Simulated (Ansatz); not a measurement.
# Y2GeS4: the cost of one run

Method: DFT PBE, scalar-relativistic, plane waves, PAW, unless a step names another level, in Ansatz 0.2.0.

## (1) The starting structure

It takes space group Fd-3m (No. 227, cubic). The conventional cell has a = 11.329 Å, b = 11.329 Å, c = 11.329 Å, α = 90.00°, β = 90.00°, γ = 90.00°. Around Y (site symmetry -3m) lie 6 S at 2.75 Å. Ge (site symmetry -43m) is surrounded by 4 S at 2.61 Å. Around S (site symmetry 3m) lie 1 Ge at 2.61 Å and 3 Y at 2.75 Å.

Structure file:

```cif
data_structure
_symmetry_space_group_name_H-M 'Fd-3m:1'
_symmetry_Int_Tables_number 227
_cell_length_a 11.3291
_cell_length_b 11.3291
_cell_length_c 11.3291
_cell_angle_alpha 90.000
_cell_angle_beta 90.000
_cell_angle_gamma 90.000
_cell_volume 1454.06
loop_
_atom_site_label
_atom_site_type_symbol
_atom_site_symmetry_multiplicity
_atom_site_Wyckoff_symbol
_atom_site_fract_x
_atom_site_fract_y
_atom_site_fract_z
_atom_site_occupancy
Y1 Y 16 c 0.12500 0.12500 0.12500 1
Ge1 Ge 8 b 0.25000 0.75000 0.25000 1
S1 S 32 e 0.11720 0.88280 0.11720 1
```

It came out lowest among 22 distinct ends of the trial cells. At a tolerance of 0.02 Å it has space group Fd-3m (No. 227).

## (2) Relaxing to 0.001 eV/Å, on the response runs' mesh and smearing

input.yaml

```yaml
crystal:
  lattice:
    - [0.0, 5.6645375512, 5.6645375512]
    - [5.6645375512, 0.0, 5.6645375512]
    - [5.6645375512, 5.6645375512, 0.0]
  atoms:
    - { symbol: "Y", position: [0.625, 0.625, 0.625] }
    - { symbol: "Y", position: [0.125, 0.625, 0.625] }
    - { symbol: "Y", position: [0.625, 0.125, 0.625] }
    - { symbol: "Y", position: [0.625, 0.625, 0.125] }
    - { symbol: Ge, position: [0.25, 0.25, 0.25] }
    - { symbol: Ge, position: [0.0, 0.0, 0.0] }
    - { symbol: S, position: [0.3828007957, 0.851597613, 0.3828007957] }
    - { symbol: S, position: [0.3828007957, 0.3828007957, 0.3828007957] }
    - { symbol: S, position: [0.851597613, 0.3828007957, 0.3828007957] }
    - { symbol: S, position: [0.3828007957, 0.3828007957, 0.851597613] }
    - { symbol: S, position: [0.398402387, 0.8671992043, 0.8671992043] }
    - { symbol: S, position: [0.8671992043, 0.398402387, 0.8671992043] }
    - { symbol: S, position: [0.8671992043, 0.8671992043, 0.398402387] }
    - { symbol: S, position: [0.8671992043, 0.8671992043, 0.8671992043] }
basis:
  ecutwfc: 420
kpoints:
  mp_grid: { grid: [4, 4, 4] }
hamiltonian:
  xc: pbe
scf:
  occupations: { method: fixed }
output:
  forces: true
  stress: true
  eigenvalues: true
relax:
  adjacent_minimum: "off"
  f_tol: 0.001
  max_steps: 60
  cell: { stress_tol: 0.01 }
```

Started as:

```console
> ansatz run input.yaml --threads 3 --pin off --max-ram 7680MiB --backend cpu --events-out ev --progress --plain --runs-dir out
```

What time and memory should one allow on 3 threads of Intel Xeon 6975P-C (Granite Rapids), shared host?

About 18 s, with a peak of 1 GiB.
